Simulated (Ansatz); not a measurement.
**PBE/aug-cc-pVDZ run of AlNH2ClF (SMILES [NH2][Al]([F])[Cl])**

Aim: the vertical electron affinity of AlNH2ClF at PBE/aug-cc-pVDZ, from 2 runs. 

The calculation is run with Ansatz 0.2.0.

98 further runs of the same task are left out: 98 set aside as unsound or not needed.

### Step 1. The molecule

AlNH2ClF: 6 atoms, total charge 0, spin state singlet. SMILES: `[NH2][Al]([F])[Cl]`. The shape is that of a PBE0-D4/def2-TZVP optimisation.

Bond lengths: N1–Al2 1.746 Å, Al2–F3 1.641 Å, Al2–Cl4 2.079 Å, N1–H5 1.006 Å, N1–H6 1.006 Å. Angles: N1–Al2–F3 119.8°, N1–Al2–Cl4 121.2°, F3–Al2–Cl4 119.0°, Al2–N1–H5 124.6°, Al2–N1–H6 124.3°, H5–N1–H6 111.1°.

### Step 2. A single-point energy at PBE/aug-cc-pVDZ

run.yaml

```yaml
crystal:
  periodic: [false, false, false]
  atoms:
    - {symbol: "N", position_ang: [-0.112300, 0.982600, -0.025800]}
    - {symbol: Al, position_ang: [0.152500, -0.739100, 0.092300]}
    - {symbol: F, position_ang: [1.041800, -1.345500, 1.331100]}
    - {symbol: Cl, position_ang: [-0.641100, -2.049400, -1.313600]}
    - {symbol: H, position_ang: [0.246300, 1.661500, 0.624800]}
    - {symbol: H, position_ang: [-0.645100, 1.426000, -0.754900]}
basis:
  gaussian: {orbitals: aug-cc-pVDZ}
hamiltonian: {xc: {name: PBE}}
accuracy: high
output: {orbitals: {seedname: orbitals}}
```

On the command line:

```sh
ansatz run run.yaml --threads 1 --pin off --max-ram 3480MiB --events-out events.jsonl --progress --plain --runs-dir runs
```

What it wrote:

```text
Warning: RAYON_NUM_THREADS=1 ignored (pool sized by the plan → 1); use --threads N
Functional definition: PBE
  name "PBE"
  parameter kappa = 0.804
  parameter beta = 0.06672455060314922
  exchange = pbe_x(kappa = kappa, mu = beta*pi^2/3)
  correlation = pbe_c(beta = beta)
2354 factors; integrals over basis functions are off by at most 4.0e-9 eV
mean field evaluation 1: about -23337.4413 eV, gradient 8.5e1 eV
mean field evaluation 2: about -23281.2660 eV, gradient 1.6e2 eV
mean field evaluation 4: about -23350.9027 eV, gradient 1.3e1 eV
mean field evaluation 8: about -23351.3472 eV, gradient 5.5e-1 eV
mean field evaluation 16: about -23351.3503 eV, gradient 3.0e-5 eV
mean field -23351.35025825 eV, -858.1462938769 hartree, gradient 9.3e-9 eV, S^2 0.000000; 0 other end points of the search recorded, 0 dependent functions left out
reference -23351.35026397 eV, -858.1462940873 hartree; 24, 24 occupied and 94, 94 virtual orbitals, 2354 factors
Total energy: -23351.35026397 eV, -858.1462940873 hartree
```

Wall time 11 s (1 thread of Intel Xeon Platinum 8259CL at 2.50GHz (Skylake/Cascade Lake), shared host); peak memory 0.36 GiB.

### Step 3. The doublet anion

run.yaml: that of step 2 with these lines changed.

```diff
@@ -3,3 +3,3 @@
   atoms:
-    - {symbol: "N", position_ang: [-0.112300, 0.982600, -0.025800]}
+    - {symbol: N, position_ang: [-0.112300, 0.982600, -0.025800]}
     - {symbol: Al, position_ang: [0.152500, -0.739100, 0.092300]}
@@ -10,4 +10,10 @@
 basis:
-  gaussian: {orbitals: aug-cc-pVDZ}
-hamiltonian: {xc: {name: PBE}}
+  gaussian:
+    orbitals: aug-cc-pVDZ
+total_charge: -1
+magnetization:
+  spin_polarized: true
+  initial_magnetization: 1
+hamiltonian:
+  xc: {name: PBE}
 accuracy: high
```

On the command line:

```sh
ansatz run run.yaml --threads 1 --pin off --max-ram 3480MiB --events-out events.jsonl --progress --plain --runs-dir runs
```

What it wrote:

```text
Warning: RAYON_NUM_THREADS=1 ignored (pool sized by the plan → 1); use --threads N
Functional definition: PBE
  name "PBE"
  parameter kappa = 0.804
  parameter beta = 0.06672455060314922
  exchange = pbe_x(kappa = kappa, mu = beta*pi^2/3)
  correlation = pbe_c(beta = beta)
2354 factors; integrals over basis functions are off by at most 4.0e-9 eV
mean field evaluation 1: about -23343.7207 eV, gradient 4.2e1 eV
mean field evaluation 2: about -23283.6676 eV, gradient 9.6e1 eV
mean field evaluation 4: about -23350.7475 eV, gradient 1.2e1 eV
mean field evaluation 8: about -23351.3952 eV, gradient 1.8e-1 eV
mean field evaluation 16: about -23351.3956 eV, gradient 5.9e-4 eV
mean field evaluation 32: about -23350.8040 eV, gradient 1.9e0 eV
mean field -23351.39559039 eV, -858.1479598023 hartree, gradient 6.4e-8 eV, S^2 0.751168; 9 other end points of the search recorded, 0 dependent functions left out
reference -23351.39559550 eV, -858.1479599903 hartree; 25, 24 occupied and 93, 94 virtual orbitals, 2354 factors
Total energy: -23351.39559550 eV, -858.1479599903 hartree
```

It took 30 s on 1 thread of Intel Xeon Platinum 8259CL at 2.50GHz (Skylake/Cascade Lake), shared host; peak memory 0.48 GiB.

### Step 4. Summary of results

At PBE/aug-cc-pVDZ:

| quantity | value |
| --- | --- |
| singlet AlNH2ClF: total energy | -858.14629 Eh |
| singlet AlNH2ClF: HOMO energy | -6.69 eV |
| singlet AlNH2ClF: LUMO energy | -1.79 eV |
| singlet AlNH2ClF: HOMO–LUMO gap | 4.90 eV |
| doublet anion: total energy | -858.14796 Eh |
| doublet anion: HOMO energy (highest over α and β) | 1.51 eV |
| doublet anion: LUMO energy (lowest over α and β) | 1.96 eV |
| doublet anion: ⟨S²⟩ | 0.751 |
| vertical electron affinity (to the doublet anion) | 0.045 eV |

In words: At fixed nuclei the extra electron is bound by 0.05 eV (4.4 kJ/mol). The HOMO (doublet anion) lies at positive energy, 1.51 eV, as semi-local functionals often give for anions; only total energies tell whether the electron is bound.

The anion's highest level is positive in at least one run, so there the basis alone may hold the extra electron.
